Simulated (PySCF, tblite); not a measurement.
# C5H5O3S radical: geometry, infrared bands and EPR parameters

Aim: predict the infrared bands and EPR parameters of C5H5O3S radical (`C=C([S]=O)C(=O)CC=O`).

Programs: tblite 0.8.0 and PySCF 2.14.0, with density-fitted response routines of our own. Each step states its level of theory. These are calculated values for one molecule in the gas phase, unless marked as measured. Atoms are numbered from 0 throughout.

### 1 The starting structure

14 atoms, charge 0, multiplicity 2; geometry from: force field or distance geometry start.

Bonds of the start (Å): C0–C1 1.36, C1–S2 1.79, S2–O3 1.51, C1–C4 1.50, C4–O5 1.23, C4–C6 1.51, C6–C7 1.50, C7–O8 1.22, C0–H9 1.07, C0–H10 1.09, C6–H11 1.10, C6–H12 1.08, C7–H13 1.10.

### 2 Optimising the geometry with GFN2-xTB

The job: settings as JSON, then the geometry in Å.

```
{"job": {"kind": "relax", "xc": "GFN2-xTB", "basis": "xTB"}, "charge": 0, "multiplicity": 2}
C      2.244500    -0.725400     0.511000
C      1.168500    -0.242000    -0.164700
S      1.409900     1.198400    -1.199000
O      0.198200     1.567800    -2.016400
C     -0.143800    -0.947300    -0.004300
O     -0.175700    -2.152500     0.254700
C     -1.434100    -0.194000    -0.227200
C     -1.557100     1.085200     0.552800
O     -0.787700     1.420500     1.441800
H      3.213100    -0.265600     0.453600
H      2.145000    -1.599000     1.150100
H     -2.265900    -0.842700     0.101900
H     -1.581500    -0.004900    -1.280000
H     -2.434000     1.701100     0.288900
```

On the command line:

```bash
OMP_NUM_THREADS=1 python probes_run.py task.json out
```

The driver reads the jobs from task.json and runs them one after another.

**Question.** This job is followed by: GFN2-xTB harmonic vibrations, gas phase; UKS B3LYP, pcH-1 on C H O S, non-relativistic, mean-field spin-orbit, GIAO. What will the session give for the following? strongest single infrared mode (GFN2-xTB); zero-point energy (GFN2-xTB); g(iso) (B3LYP); ⟨S²⟩; largest a(iso) (averaged by class); potential on the surface of density 0.002 e/bohr³, 1st and 99th percentile.

As calculated:

| quantity | value |
| --- | --- |
| strongest single infrared mode (GFN2-xTB) | 1738 cm⁻¹, 506 km/mol |
| zero-point energy (GFN2-xTB) | 56.2 kcal/mol |
| g(iso) (B3LYP) | 2.00823 |
| ⟨S²⟩ | 0.760 (exact 0.75) |
| largest a(iso) (averaged by class) | 17O on O3, -31.2 MHz |
| potential on the surface of density 0.002 e/bohr³, 1st and 99th percentile | -1.32 V and 1.39 V |

Relaxing lowered the energy by 0.259 eV in 80 steps; the close pair that moved most is S2–O3, from 1.508 to 1.472 Å. All 36 modes are real, so the xTB geometry is a minimum. The strongest single mode, at 1738 cm⁻¹, moves mainly C4 and O5. Unscaled tight-binding wavenumbers are off by several per cent, some by more. Its intensities can rank the bands wrongly. The largest spin populations lie on S2 (0.53 e), O3 (0.38 e). The isotropic g lies 5.9 ppt above the free-electron value. These values are for one conformer; the search (at its own cheap level) found 2 more, at 0.28, 1.34 kcal/mol, and measured spectra average over such forms.
